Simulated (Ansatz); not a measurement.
This script makes a scan of the energy under strain of TaN, space group P6/mmm with Ansatz 0.2.0 through its Python package.

The script, `tan_strain.py`:
```python
import logging
import sys
import warnings

import ansatz
import numpy as np
from tabulate import tabulate

logging.basicConfig(stream=sys.stdout, format="%(name)s: %(message)s")
logger = logging.getLogger("run")
logger.setLevel(logging.INFO)

OCCUPATIONS = "Fermi-Dirac"
XC = "pbesol"
CUTOFF = 520
MESH = (8, 8, 12)

vectors0 = np.array([
    [5.191, 0.0, 0.0],
    [-2.5955, 4.495538, 0.0],
    [0.0, 0.0, 2.908],
])
sites = [
    ("Ta", [0.0, 0.0, 0.0]),
    ("Ta", [1 / 3, 2 / 3, 0.5]),
    ("Ta", [2 / 3, 1 / 3, 0.5]),
    ("N", [0.5, 0.0, 0.0]),
    ("N", [0.5, 0.5, 0.0]),
    ("N", [0.0, 0.5, 0.0]),
]


def crystal_on(cell):
    crystal = ansatz.Crystal(lattice=ansatz.Lattice.of(cell))
    for symbol, position in sites:
        crystal = crystal.atom(symbol, position)
    return crystal


def main() -> None:
    warnings.simplefilter("ignore", ansatz.DeckWarning)

    values = np.linspace(-0.05, 0.05, 7)
    energies = []
    for d in values:
        strain = np.diag([0, 0, d])
        cell = vectors0 @ (np.eye(3) + strain)
        model = (
            crystal_on(cell).calculation()
            .pseudopotentials("paw")
            .occupations(OCCUPATIONS)
            .functional(XC)
            .basis(CUTOFF)
            .kpoints(*MESH)
        )
        report = model.run(threads=1).report
        energies.append(report["free_energy_ev"] / len(sites))
        logger.info(f"d = {d:+.4f}  F = {energies[-1]:.5f} eV/atom")
    energies = np.array(energies)

    print(tabulate(zip(values, 1000 * (energies - energies.min())), headers=["strain", "dE (meV/atom)"], floatfmt=".3f"))
    curvature = 2 * np.polyfit(values, energies, 3)[1]
    volume = abs(np.linalg.det(vectors0)) / len(sites)
    logger.info(f"d2E/dd2 over the volume: {curvature / volume * 160.21766:.1f} GPa")


if __name__ == "__main__":
    main()
```

How much energy does this uniaxial strain cost, and what curvature follows?

Against the unstrained cell the energy per atom changes by +79.38 meV at one end of the scan and +60.41 meV at the other, and its second derivative over the volume is 792.3 GPa.

The output:

Output of `python tan_strain.py`:
```text
run: d = -0.0500  F = -5093.30230 eV/atom
run: d = -0.0333  F = -5093.34774 eV/atom
run: d = -0.0167  F = -5093.37348 eV/atom
run: d = +0.0000  F = -5093.38168 eV/atom
run: d = +0.0167  F = -5093.37443 eV/atom
run: d = +0.0333  F = -5093.35368 eV/atom
run: d = +0.0500  F = -5093.32127 eV/atom
  strain    dE (meV/atom)
--------  ---------------
  -0.050           79.377
  -0.033           33.940
  -0.017            8.207
   0.000            0.000
   0.017            7.249
   0.033           28.002
   0.050           60.408
run: d2E/dd2 over the volume: 792.3 GPa
```

Notes:
- Absolute energies stand on the zero of these potentials, so only differences at equal settings mean something.
- The run is spin-unpolarised.
- The curvature belongs to this strain pattern and to the cell's stress; it equals a single elastic constant only for simple patterns.
- In a metal a curvature from energy changes of a few meV or less hangs on mesh and smearing, in size and even in sign.
- Spin-orbit coupling, which matters for elements this heavy, is left out.
- The structure is a deposited one; some such entries were measured under pressure or heat, so a shift against it needn't be the functional's error alone.
- The ions keep their fractional positions (clamped ions).
- The whole script took 82 s on 1 thread of Arm Neoverse V1 (shared host), peak memory 0.5 GiB.
